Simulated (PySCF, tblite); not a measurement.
# C3H6ClNSi2: geometry, infrared bands and NMR shifts

Wanted: the infrared bands and NMR shifts of C3H6ClNSi2 (`C=C[Si@@H](Cl)[SiH2]C#N`), by calculation.

The runs use tblite 0.8.0 and PySCF 2.14.0, with density-fitted response routines of our own; the level of theory stands in each step. All values are computed, except where a source is named. Atoms are numbered from 0 throughout.

## 1. Starting geometry

13 atoms, charge 0, multiplicity 1; geometry from: force field or distance geometry start.

Bonds of the start (Å): C0–C1 1.34, C1–Si2 1.85, Si2–Cl3 2.05, Si2–Si4 2.28, Si4–C5 1.86, C5–N6 1.17, C0–H7 1.09, C0–H8 1.09, C1–H9 1.07, Si2–H10 1.48, Si4–H11 1.49, Si4–H12 1.49.

## 2. Geometry optimisation with GFN2-xTB

Job settings and geometry (Å):

```
{"job": {"kind": "relax", "xc": "GFN2-xTB", "basis": "xTB"}, "charge": 0, "multiplicity": 1}
C     -1.290400     1.921100     0.434300
C     -1.366900     0.754400    -0.217200
Si    -0.627400    -0.840500     0.361200
Cl    -2.057800    -2.193600    -0.225500
Si     1.386600    -1.277200    -0.615900
C      2.558300     0.009500     0.052000
N      3.287700     0.812600     0.481900
H     -0.786800     2.055000     1.393900
H     -1.765600     2.805900     0.015600
H     -1.895300     0.692600    -1.150200
H     -0.573300    -0.888200     1.841400
H      1.845200    -2.658900    -0.288300
H      1.281200    -1.192000    -2.100900
```

Launch:

```
$ OMP_NUM_THREADS=1 python probes_run.py task.json out
```

The driver reads the jobs from task.json and runs them one after another.

**Question.** This job is followed by: GFN2-xTB harmonic vibrations, gas phase; GIAO PBE0/pcSseg-1 NMR shielding, non-relativistic, gas phase. Predict these results of the whole session: strongest single infrared mode (GFN2-xTB); zero-point energy (GFN2-xTB); ¹³C shifts against TMS (PBE0/pcSseg-1); ¹H shifts against TMS (PBE0/pcSseg-1); ²⁹Si shifts against TMS (PBE0/pcSseg-1); ³⁵Cl shifts against HCl (PBE0/pcSseg-1); ¹⁵N shifts against NH3 (PBE0/pcSseg-1).

As calculated:

```
                                 quantity                                   value
strongest single infrared mode (GFN2-xTB)                    605 cm⁻¹, 419 km/mol
             zero-point energy (GFN2-xTB)                           47.6 kcal/mol
   ¹³C shifts against TMS (PBE0/pcSseg-1)                 148.3, 142.0, 122.5 ppm
    ¹H shifts against TMS (PBE0/pcSseg-1)  6.82, 6.77, 6.47, 5.92, 4.32, 4.28 ppm
  ²⁹Si shifts against TMS (PBE0/pcSseg-1)                       -20.2, -106.6 ppm
  ³⁵Cl shifts against HCl (PBE0/pcSseg-1)                                 -58 ppm
   ¹⁵N shifts against NH3 (PBE0/pcSseg-1)                               371.1 ppm
```

**Reading.** Over 101 steps the energy fell by 0.193 eV; of the close pairs, Si2–Si4 changed most, 2.281 to 2.325 Å. All 33 modes are real, so the xTB geometry is a minimum. The strongest single mode, at 605 cm⁻¹, is carried by H10, H11, H12. Unscaled tight-binding wavenumbers are off by several per cent, some by more. Its intensities can rank the bands wrongly. The most deshielded carbon is C0 (terminal =CH2 carbon), at 148.3 ppm: an sp2 carbon of a C=C bond. At PBE0/pcSseg-1: The largest span, 604 ppm, is at N6, where the paramagnetic term is -441 ppm.
